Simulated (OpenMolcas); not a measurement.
**Au³⁺ in Cs2NaYF6: CASSCF and CASPT2 levels and susceptibility**

Which state of Au³⁺ lies lowest among these ligands, how large is the field, and what χT follows?

Method: state-averaged CASSCF and CASPT2, spin-orbit coupling by RASSI with atomic mean-field integrals. Code: OpenMolcas 26.06.

## 1. The atom as given

```
Species                           : Au³⁺ (gold, Z = 79, 76 electrons)
Basis                             : ANO-RCC-VTZP [8s7p5d3f1g], 192 functions with the ligands
Scalar Hamiltonian                : DKH2, point nucleus
Inactive shells                   : 1s 2s 2p 3s 3p 3d 4s 4p 4d 4f 5s 5p of the metal, and all ligand shells
Active space                      : 8 electrons in 5 orbitals (5d)
Some configurations of this space : 5d⁸
Orbitals                          : optimised for each spin and parity, averaged over all roots
```

Outer shells as boxes (Hund's rule):

5d8
```
5d [↑↓][↑↓][↑↓][↑ ][↑ ]
```

Au³⁺ is taken with its 6 nearest fluoride ions at 2.166 Å, on the cation site of Cs2NaYF6 (a = 9.075 Å). The rest of the host is ab initio model potentials to 7.6 Å, with orthogonalisation functions on the cations behind the ligands, and point charges beyond; the distance is set by hand, nothing relaxes, and no local charge compensation is placed. Ligand basis ANO-RCC-VDZP.

```xyz
15

Au    0.0000    0.0000    0.0000
F     2.1660    0.0000    0.0000
F     0.0000    2.1660    0.0000
F    -2.1660    0.0000    0.0000
F     0.0000   -2.1660    0.0000
F     0.0000    0.0000    2.1660
F     0.0000    0.0000   -2.1660
Cs    2.2687   -2.2687   -2.2687
Cs   -2.2687    2.2687    2.2687
Cs    2.2687   -2.2687    2.2687
Cs   -2.2687    2.2687   -2.2687
Cs    2.2687    2.2687   -2.2687
Cs   -2.2687   -2.2687    2.2687
Cs    2.2687    2.2687    2.2687
Cs   -2.2687   -2.2687   -2.2687
```

The work runs as a chain of OpenMolcas steps in one folder; each step below is one input file. Labels, J, g values, rates, χT and fits are worked out afterwards by a script from the matrices that RASSI stores.

## 2. GATEWAY and SEWARD: basis and integrals

a.inp

```
&GATEWAY
Basis set
Au.ANO-RCC-VTZP.
Au1 0.0 0.0 0.0 Angstrom
End of basis
Basis set
F.ANO-RCC-VDZP.
L1 2.166000 0.000000 0.000000 Angstrom
L2 0.000000 2.166000 0.000000 Angstrom
L3 0.000000 0.000000 2.166000 Angstrom
End of basis
Basis set
Na.EMB-AIMP.Ruiperez.7s4p.1s1p.ECP.Cs2NaYF6.
PseudoCharge
* 3 symmetry-unique lattice sites within 7.6 angstrom
End of basis
Basis set
Cs.EMB-AIMP.Ruiperez.0s.0s.ECP.Cs2NaYF6.
PseudoCharge
* 16 symmetry-unique lattice sites within 7.6 angstrom
End of basis
Basis set
F.EMB-AIMP.Ruiperez.0s.0s.ECP.Cs2NaYF6.
PseudoCharge
* 27 symmetry-unique lattice sites within 7.6 angstrom
End of basis
Basis set
Y.EMB-AIMP.Ruiperez.0s.0s.ECP.Cs2NaYF6.
PseudoCharge
* 6 symmetry-unique lattice sites within 7.6 angstrom
End of basis
Symmetry
XYZ
AngMom=0.0 0.0 0.0
AMFI
RICD
XField
1537 Angstrom 0
* Evjen-weighted lattice charges
&SEWARD
```

Started as:

```bash
$ OMP_NUM_THREADS=1 MOLCAS_MEM=2457 MOLCAS_PROJECT=a pymolcas a.inp > a.log
```

## 3. CASSCF: triplets, 10 roots

a.inp

```
&RASSCF
FileOrb=start.orb
Symmetry=1
Spin=3
nActEl=8 0 0
Inactive=30 34
Ras2=5 0
CIRoot=10 10 1
SDav=10
CIMx=300
Iter=150 100
PrWF=0.3
OrbListing=Nothing
MaxOrb=0
LevShft=1.0
>>> COPY $Project.JobIph JOB001
```

start.orb holds start orbitals that the driver prepared beforehand, or those of the step before.

## 4. CASSCF: singlets, 15 roots

a.inp

```
&RASSCF
FileOrb=start.orb
Symmetry=1
Spin=1
nActEl=8 0 0
Inactive=30 34
Ras2=5 0
CIRoot=15 15 1
SDav=15
CIMx=300
Iter=150 100
PrWF=0.3
OrbListing=Nothing
MaxOrb=0
LevShft=1.0
>>> COPY $Project.JobIph JOB002
```

## 5. RASSI: spin-orbit coupling between the states

a.inp

```
&RASSI
NrOfJobIphs=2 10 15
1 2 3 4 5 6 7 8 9 10
1 2 3 4 5 6 7 8 9 10 11 12 13 14 15
IphNames
JOB001
JOB002
EJob
SpinOrbit
DIPRint=1.0
SOCoupling=1000.0
Subsets=2
Property=9
'ANGMOM' 1 'ANGMOM' 2 'ANGMOM' 3 'MLTPL  1' 1 'MLTPL  1' 2 'MLTPL  1' 3
'AMFI' 1 'AMFI' 2 'AMFI' 3
SOProperty=3
'ANGMOM' 1 'ANGMOM' 2 'ANGMOM' 3
```

## 6. CASPT2: IPEA 0.25, imaginary shift 0.1 (closed shells correlated: 5s 5p of the metal, with ligand shells; the Frozen line counts the rest)

a.inp

```
>>> COPY JOB001 $Project.JobIph
&CASPT2
Multistate=10 1 2 3 4 5 6 7 8 9 10
NoMult
Frozen=17 19
IPEA=0.25
Imaginary=0.1
MaxIter=60
WThr=0.0 0.3 0.05
PrWF=0.5
NoMix
>>> COPY JOB002 $Project.JobIph
&CASPT2
Multistate=15 1 2 3 4 5 6 7 8 9 10 11 12 13 14 15
NoMult
Frozen=17 19
IPEA=0.25
Imaginary=0.1
MaxIter=60
WThr=0.0 0.3 0.05
PrWF=0.5
NoMix
```

(Steps that only read results are left out.)

**Question.** What will these runs give? Wanted: spin-free ground state; first state of the same spin within the active space; lowest level; next level.

The runs gave:

| quantity | value |
| --- | --- |
| method | SS-CASPT2, IPEA 0.25, imaginary shift 0.1 (closed shells correlated: 5s 5p of the metal, with ligand shells; the Frozen line counts the rest) |
| spin-free ground state | 3A2, 1-fold in its orbital part |
| first state of the same spin within the active space | 3T2 at 21600 cm⁻¹ |
| lowest level | 3-fold T2 |
| next level | 4600.6 cm⁻¹ |
| χT at 300 K | 1.54 cm³ K/mol |
| effective moment at 300 K | 3.51 μB |

Cost by method:

| method | time of its own steps | time with the reference |
| --- | --- | --- |
| A. CASSCF | 42 s | 42 s |
| B. SS-CASPT2, IPEA 0.25, imaginary shift 0.1, +5s 5p | 2.9 min | 3.6 min |

Times are of one thread on a shared host.

What this shows: The spin-free ground state (3A2) is 1-fold and keeps the highest spin of the shell. χT at 300 K is 1.54, against 1.00 cm³ K/mol for the spin alone, so orbital moment adds to it. CASPT2 does not keep the components of a term degenerate, and the means are used.
